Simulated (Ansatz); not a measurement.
**C6H16B2Br2: basis-set convergence**

Aim: see how fast density functionals converge with the basis set for C6H16B2Br2.

The runs use Ansatz 0.2.0, Gaussian basis; one geometry, several basis sets.

Plan: PBE0-D4/def2-SVP; ωB97M-V/def2-SVP; PBE0-D4/def2-QZVPP; ωB97M-V/def2-QZVPP; the functionals' def2-TZVPP values are taken from earlier runs.

### Step 1. The geometry

All runs share one geometry, relaxed beforehand with PBE0-D4/def2-TZVP.

SMILES `CC[B@-]1(C)[Br+][B@-](C)(CC)[Br+]1`, 26 atoms, charge 0, spin multiplicity 1.

Atoms are counted from 1 here; the program's logs count them from 0.

Bond lengths: C1–C2 1.521 Å, C1–H11 1.093 Å, C1–H12 1.092 Å, C1–H13 1.093 Å, C2–B3 1.574 Å, C2–H14 1.099 Å, C2–H15 1.099 Å, B3–C4 1.570 Å, B3–Br5 2.167 Å, B3–Br10 2.179 Å, C4–H16 1.095 Å, C4–H17 1.095 Å, C4–H18 1.091 Å, Br5–B6 2.182 Å, B6–C7 1.569 Å, B6–C8 1.574 Å, B6–Br10 2.162 Å, C7–H19 1.091 Å and more. Angles: C2–C1–H11 111.3°, C2–C1–H12 111.4°, C2–C1–H13 111.3°, H11–C1–H12 107.6°, H11–C1–H13 107.5°, H12–C1–H13 107.6°, C1–C2–B3 119.6°, C1–C2–H14 109.7°, C1–C2–H15 109.7°, B3–C2–H14 105.9°, B3–C2–H15 106.1°, H14–C2–H15 104.9°, C2–B3–C4 122.2°, C2–B3–Br5 110.1°, C2–B3–Br10 109.8°, C4–B3–Br5 108.5°, C4–B3–Br10 108.2°, Br5–B3–Br10 94.6° and more.

### Step 2. PBE0-D4 in def2-SVP

The input, in.yaml:

```yaml
crystal:
  periodic: [false, false, false]
  atoms:
    - {symbol: C, position_ang: [-1.003564, -0.353350, -2.667070]}
    - {symbol: C, position_ang: [-2.114805, -0.030010, -1.680874]}
    - {symbol: B, position_ang: [-1.756749, 0.281600, -0.180466]}
    - {symbol: C, position_ang: [-2.855504, 0.625816, 0.886746]}
    - {symbol: Br, position_ang: [-0.483408, -1.277420, 0.622285]}
    - {symbol: B, position_ang: [0.997844, 0.307967, 0.853416]}
    - {symbol: C, position_ang: [1.131783, 0.637905, 2.381430]}
    - {symbol: C, position_ang: [2.219301, -0.008883, -0.088000]}
    - {symbol: C, position_ang: [3.061895, -1.186549, 0.393794]}
    - {symbol: Br, position_ang: [-0.219463, 1.822823, -0.093587]}
    - {symbol: H, position_ang: [-0.441782, -1.236961, -2.355225]}
    - {symbol: H, position_ang: [-1.401236, -0.549769, -3.665337]}
    - {symbol: H, position_ang: [-0.294793, 0.473864, -2.750541]}
    - {symbol: H, position_ang: [-2.836803, -0.858468, -1.652646]}
    - {symbol: H, position_ang: [-2.690727, 0.833758, -2.041896]}
    - {symbol: H, position_ang: [-3.566366, -0.203546, 0.968974]}
    - {symbol: H, position_ang: [-3.420530, 1.509076, 0.570080]}
    - {symbol: H, position_ang: [-2.457740, 0.823482, 1.883337]}
    - {symbol: H, position_ang: [0.179933, 0.844594, 2.872913]}
    - {symbol: H, position_ang: [1.775917, 1.513922, 2.516077]}
    - {symbol: H, position_ang: [1.603925, -0.198065, 2.907861]}
    - {symbol: H, position_ang: [1.889988, -0.180594, -1.116560]}
    - {symbol: H, position_ang: [2.840176, 0.897270, -0.119526]}
    - {symbol: H, position_ang: [2.471163, -2.106235, 0.434023]}
    - {symbol: H, position_ang: [3.906898, -1.371386, -0.273464]}
    - {symbol: H, position_ang: [3.464636, -1.010853, 1.394240]}
basis:
  gaussian: {orbitals: def2-SVP}
hamiltonian: {xc: pbe0, dispersion: d4}
output: {orbitals: {seedname: orbitals}}
```

On the command line:

```
$ ansatz run in.yaml --threads 11 --pin off --events-out ev --progress --plain --max-ram 174080MiB --backend cpu
```

The runs that follow: ωB97M-V in def2-SVP; PBE0-D4 in def2-QZVPP; ωB97M-V in def2-QZVPP.

Q: Predict the results of all the runs planned. Wanted: PBE0-D4: double and triple zeta above quadruple; ωB97M-V: double and triple zeta above quadruple.

The runs gave:

```
                                       quantity           value
PBE0-D4: double and triple zeta above quadruple  28.53, 3.30 eV
ωB97M-V: double and triple zeta above quadruple  28.87, 3.18 eV
```

For PBE0-D4 the step from double to triple zeta gains 25.22 eV and the next only 3.30 eV. Total energies overstate the basis error of differences, where much of it tends to cancel.
